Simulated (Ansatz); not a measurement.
FH4SbSeSi, SMILES F[SiH2][SbH][SeH]: an atomisation energy, run with Ansatz 0.2.0 through its Python package.

Contents of `fh4sbsesi.xyz`:
```text
8

F    -1.81460    1.11470   -0.31140
Si   -0.18070    1.15320   -0.30750
Sb    0.60680   -0.49690    1.39450
Se    0.03220   -2.47560   -0.09970
H     0.32700    0.76170   -1.65100
H     0.31480    2.51510    0.03210
H     2.29530   -0.46770    0.74530
H    -1.48860   -2.16170    0.14180
```

`tae_fh4sbsesi.py`:
```python
"""Atomisation energy of FH4SbSeSi at the given geometry."""

from collections import Counter

import ansatz as az

BASIS_SET = "def2-SVP"
XC = "b3lyp"


def energy_of(molecule, charge=0, unpaired=0):
    calc = molecule.calculation().basis(gaussian=BASIS_SET).functional(XC)
    if charge:
        calc = calc.charge(charge)
    if unpaired:
        calc = calc.spin("collinear", total=unpaired)
    report = calc.run(threads=1).report
    if report["published_state_doubts"]:
        print("  doubts:", report["published_state_doubts"])
    return report["free_energy_ev"]


def main() -> None:
    fh4sbsesi = az.Crystal.molecule_from_extxyz("fh4sbsesi.xyz")

    # Hund ground states
    unpaired = {"F": 1, "Si": 2, "Sb": 3, "Se": 2, "H": 1}
    counts = Counter(site.symbol for site in fh4sbsesi.cartesian_sites)
    atom_energy = {s: energy_of(az.Crystal.molecule().atom(s, (0, 0, 0)), 0, unpaired[s]) for s in counts}
    whole = energy_of(fh4sbsesi, 0, 0)
    for s, e in atom_energy.items():
        print(f"{s:2s} x{counts[s]}  {e:14.5f} eV")
    print(f"FH4SbSeSi: {whole:.5f} eV")
    split = sum(counts[s] * e for s, e in atom_energy.items()) - whole
    print(f"atomisation energy (no zero-point term): {split:.3f} eV, {split / sum(counts.values()):.3f} eV an atom")


if __name__ == "__main__":
    main()
```

What does it cost to take this molecule apart into atoms?

22.297 eV from the electronic energies, without the zero-point term.

The output:

Running `python tae_fh4sbsesi.py` prints:
```text
F  x1     -2711.35544 eV
Si x1     -7872.08217 eV
Sb x1     -6538.57357 eV
Se x1    -65340.80100 eV
H  x4       -13.63995 eV
FH4SbSeSi: -82539.66865 eV
atomisation energy (no zero-point term): 22.297 eV, 2.787 eV an atom
```

Notes:
- Total energies depend on the basis set; only differences at equal settings carry meaning.
- The geometry is a force-field or estimated start, not a minimum of this method, and the basis set is short of its limit. All parts are taken at fixed geometry, without zero-point energy.
- def2 sets replace the cores of elements past krypton by effective core potentials.
- b3lyp holds the VWN-RPA fit, as in Gaussian; the form of ORCA and Turbomole is b3lyp5.
- The spin-orbit lowering of heavy atoms is left out.
- It ran for 8.7 s on 1 thread of Intel(R) Xeon(R) Processor @ 2.30GHz (shared host), peak memory 0.36 GiB.
